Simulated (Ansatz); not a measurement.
# AlGeH3O (SMILES [O]1[AlH][GeH2]1): one structure at several levels

A test off equilibrium: a structure displaced at random from a GFN2-xTB minimum is computed at several levels, and each is set against CCSD(T).

Program: Ansatz 0.2.0, Gaussian basis. Level of theory: single points in def2-TZVPP. These are calculated values, not measurements.

Cores are frozen in the correlated methods. Filled d shells of the heavier atoms are correlated.

## 1. Starting geometry

SMILES `[O]1[AlH][GeH2]1`, 6 atoms, charge 0, spin multiplicity 1.

Atoms are counted from 1 here; the program's logs count them from 0.

Bond lengths: O1–Al2 1.660 Å, O1–Ge3 2.247 Å, Al2–Ge3 2.352 Å, Al2–H4 1.426 Å, Ge3–H5 1.620 Å, Ge3–H6 1.699 Å. Angles: Al2–O1–Ge3 72.3°, O1–Al2–Ge3 65.5°, O1–Al2–H4 157.7°, Ge3–Al2–H4 133.2°, O1–Ge3–Al2 42.2°, O1–Ge3–H5 99.8°, O1–Ge3–H6 94.5°, Al2–Ge3–H5 129.4°, Al2–Ge3–H6 120.1°, H5–Ge3–H6 87.7°.

As a file:

```xyz
6

O     1.1466   -0.5250    0.6307
Al   -0.0241   -1.4593   -0.0848
Ge   -0.4349    0.8551   -0.1706
H    -0.5838   -2.5759   -0.7720
H     0.5024    2.0457   -0.7448
H    -0.5732    1.7495    1.2672
```

## 2. CCSD(T)/def2-TZVPP

File run/in.yaml:

```yaml
crystal:
  periodic: [false, false, false]
  atoms:
    - {symbol: O, position_ang: [1.146600, -0.525000, 0.630700]}
    - {symbol: Al, position_ang: [-0.024100, -1.459300, -0.084800]}
    - {symbol: Ge, position_ang: [-0.434900, 0.855100, -0.170600]}
    - {symbol: H, position_ang: [-0.583800, -2.575900, -0.772000]}
    - {symbol: H, position_ang: [0.502400, 2.045700, -0.744800]}
    - {symbol: H, position_ang: [-0.573200, 1.749500, 1.267200]}
basis:
  gaussian: {orbitals: def2-TZVPP}
correlation: {method: ccsd_t}
output: {forces: true}
```

No record of the launch command was kept for these runs.

## 3. PBE0-D4/def2-TZVPP

run/in.yaml, as its differences from that of step 2:

```diff
@@ -11,3 +11,3 @@
   gaussian: {orbitals: def2-TZVPP}
-correlation: {method: ccsd_t}
-output: {forces: true}
+hamiltonian: {xc: pbe0, dispersion: d4}
+output: {forces: true, orbitals: {seedname: orbitals}}
```

## 4. wB97M-V/def2-TZVPP

run/in.yaml, as its differences from that of step 3:

```diff
@@ -11,3 +11,3 @@
   gaussian: {orbitals: def2-TZVPP}
-hamiltonian: {xc: pbe0, dispersion: d4}
-output: {forces: true, orbitals: {seedname: orbitals}}
+hamiltonian: {xc: {name: wB97M-V}}
+output: {forces: true}
```

## 5. r2SCAN-D4/def2-TZVPP

run/in.yaml, as its differences from that of step 4:

```diff
@@ -11,3 +11,3 @@
   gaussian: {orbitals: def2-TZVPP}
-hamiltonian: {xc: {name: wB97M-V}}
+hamiltonian: {xc: r2scan, dispersion: d4}
 output: {forces: true}
```

## 6. PBE-D4/def2-TZVPP

run/in.yaml, as its differences from that of step 5:

```diff
@@ -11,3 +11,3 @@
   gaussian: {orbitals: def2-TZVPP}
-hamiltonian: {xc: r2scan, dispersion: d4}
+hamiltonian: {xc: pbe, dispersion: d4}
 output: {forces: true}
```

## 7. SPW92/def2-TZVPP

run/in.yaml, as its differences from that of step 6:

```diff
@@ -11,3 +11,3 @@
   gaussian: {orbitals: def2-TZVPP}
-hamiltonian: {xc: pbe, dispersion: d4}
+hamiltonian: {xc: lda}
 output: {forces: true}
```

## 8. BLYP-D4/def2-TZVPP

run/in.yaml, as its differences from that of step 7:

```diff
@@ -11,3 +11,3 @@
   gaussian: {orbitals: def2-TZVPP}
-hamiltonian: {xc: lda}
+hamiltonian: {xc: {name: BLYP}, dispersion: d4}
 output: {forces: true}
```

(Steps that only read results are left out.)

What does the calculation give? Wanted: energy less free atoms, CCSD(T)/def2-TZVPP; RMS force component; RMS force error; HOMO and LUMO, PBE0-D4; T1 diagnostic.

**Answer**, as computed:

| quantity | value |
| --- | --- |
| energy less free atoms, CCSD(T)/def2-TZVPP | -1540.9 kJ/mol |
| RMS force component | 1.125 to 1.356 eV/Å over the methods |
| RMS force error | PBE0-D4 0.180, wB97M-V 0.188, r2SCAN-D4 0.125, PBE-D4 0.223, SPW92 0.246, BLYP-D4 0.268 eV/Å |
| HOMO and LUMO, PBE0-D4 | -7.21 and -2.01 eV |
| T1 diagnostic | 0.020 |

What this shows: Against CCSD(T) the functionals' energies less atoms differ by -301.1 to +1.1 kJ/mol, PBE-D4 by -62.6 kJ/mol. CCSD(T) in triple zeta still lacks some correlation energy of the bonds, so part of these gaps is its own basis error and they don't rank the functionals. For forces r2SCAN-D4 does best and BLYP-D4 worst. Frozen-core CCSD(T) forces in triple zeta carry basis errors of their own, and this is one geometry, so small gaps rank nothing.
